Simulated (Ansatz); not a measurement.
# ZrICl₃: small, medium and large basis sets

How large a basis does ZrICl₃ need? Two functionals are run in growing sets.

The runs use Ansatz 0.2.0, Gaussian basis; one geometry, several basis sets.

Plan: PBE0-D4/def2-SVP; ωB97M-V/def2-SVP; PBE0-D4/def2-QZVPP; ωB97M-V/def2-QZVPP; the functionals' def2-TZVPP values are taken from earlier runs.

## (1) The relaxed structure

The geometry comes from an earlier relaxation with PBE0-D4 in a triple-zeta def2 set; it is a stationary point. Zr, I take the def2 core potential; no spin-orbit term is included.

SMILES `[Cl][Zr]([Cl])([Cl])[I]`, 5 atoms, charge 0, spin multiplicity 1.

Atoms are counted from 1 here; the program's logs count them from 0.

Bond lengths: Cl1–Zr2 2.313 Å, Zr2–Cl3 2.313 Å, Zr2–Cl4 2.313 Å, Zr2–I5 2.684 Å. Angles: Cl1–Zr2–Cl3 109.5°, Cl1–Zr2–Cl4 109.5°, Cl1–Zr2–I5 109.4°, Cl3–Zr2–Cl4 109.5°, Cl3–Zr2–I5 109.4°, Cl4–Zr2–I5 109.4°.

## (2) PBE0-D4 in def2-SVP

in.yaml

```yaml
crystal:
  periodic: [false, false, false]
  atoms:
    - {symbol: Cl, position_ang: [-0.773080, -0.297825, 2.178005]}
    - {symbol: Zr, position_ang: [0.004747, -0.087763, 0.009481]}
    - {symbol: Cl, position_ang: [2.091485, -1.071486, -0.162040]}
    - {symbol: Cl, position_ang: [-1.463309, -1.130366, -1.442934]}
    - {symbol: I, position_ang: [0.189958, 2.513842, -0.623912]}
basis:
  gaussian: {orbitals: def2-SVP}
hamiltonian: {xc: pbe0, dispersion: d4}
output: {orbitals: {seedname: orbitals}}
```

Started as:

```
> ansatz run in.yaml --threads 4 --pin off --events-out ev --progress --plain --max-ram 10444MiB
```

After this run come: ωB97M-V in def2-SVP; PBE0-D4 in def2-QZVPP; ωB97M-V in def2-QZVPP.

Before running them: what should the planned runs give, taken together? Wanted: PBE0-D4: double and triple zeta above quadruple; ωB97M-V: double and triple zeta above quadruple.

**Answer**, as computed:

| quantity | value |
| --- | --- |
| PBE0-D4: double and triple zeta above quadruple | 14.59, 1.20 eV |
| ωB97M-V: double and triple zeta above quadruple | 14.37, 1.15 eV |

**Reading.** PBE0-D4 gains 13.39 eV from double to triple zeta, then 1.20 eV more. These are total energies; as a rule much of such shifts cancels in differences, which this series doesn't test.
